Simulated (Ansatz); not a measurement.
**C2H4FI: how energies converge with the basis set**

Aim: see how fast density functionals converge with the basis set for C2H4FI.

Computed with Ansatz 0.2.0, Gaussian basis. Level: one geometry, several basis sets.

Levels to be run: PBE0-D4/def2-SVP; ωB97M-V/def2-SVP; PBE0-D4/def2-QZVPP; ωB97M-V/def2-QZVPP; the functionals' def2-TZVPP values are taken from earlier runs.

## (1) The relaxed structure

An earlier PBE0-D4 in a triple-zeta def2 set relaxation fixed the geometry. I takes the def2 core potential; no spin-orbit term is included.

SMILES `CC(F)I`, 8 atoms, charge 0, spin multiplicity 1.

Atoms are counted from 1 here; the program's logs count them from 0.

Bond lengths: C1–C2 1.498 Å, C1–H5 1.090 Å, C1–H6 1.090 Å, C1–H7 1.094 Å, C2–F3 1.361 Å, C2–I4 2.166 Å, C2–H8 1.090 Å. Angles: C2–C1–H5 110.8°, C2–C1–H6 110.4°, C2–C1–H7 108.8°, H5–C1–H6 109.0°, H5–C1–H7 109.0°, H6–C1–H7 109.0°, C1–C2–F3 110.5°, C1–C2–I4 111.4°, C1–C2–H8 113.7°, F3–C2–I4 108.6°, F3–C2–H8 108.3°, I4–C2–H8 104.0°.

## (2) PBE0-D4 in def2-SVP

in.yaml

```yaml
crystal:
  periodic: [false, false, false]
  atoms:
    - {symbol: C, position_ang: [0.289031, 0.774140, 0.030254]}
    - {symbol: C, position_ang: [-0.053150, -0.682948, 0.083216]}
    - {symbol: F, position_ang: [0.832012, -1.407933, -0.653818]}
    - {symbol: I, position_ang: [-2.047857, -1.053948, -0.673890]}
    - {symbol: H, position_ang: [0.249004, 1.143650, -0.994620]}
    - {symbol: H, position_ang: [-0.405706, 1.349830, 0.641578]}
    - {symbol: H, position_ang: [1.302721, 0.912032, 0.418350]}
    - {symbol: H, position_ang: [-0.073954, -1.092023, 1.093031]}
basis:
  gaussian: {orbitals: def2-SVP}
hamiltonian: {xc: pbe0, dispersion: d4}
output: {orbitals: {seedname: orbitals}}
```

The runs that follow: ωB97M-V in def2-SVP; PBE0-D4 in def2-QZVPP; ωB97M-V in def2-QZVPP.

**Question.** What will the summary of the whole plan be? Wanted: PBE0-D4: double and triple zeta above quadruple; ωB97M-V: double and triple zeta above quadruple.

**Answer**, as computed:

| quantity | value |
| --- | --- |
| PBE0-D4: double and triple zeta above quadruple | 6.34, 0.29 eV |
| ωB97M-V: double and triple zeta above quadruple | 6.56, 0.29 eV |

In words: PBE0-D4 gains 6.04 eV from double to triple zeta, then 0.29 eV more. These are total energies; as a rule much of such shifts cancels in differences, which this series doesn't test.
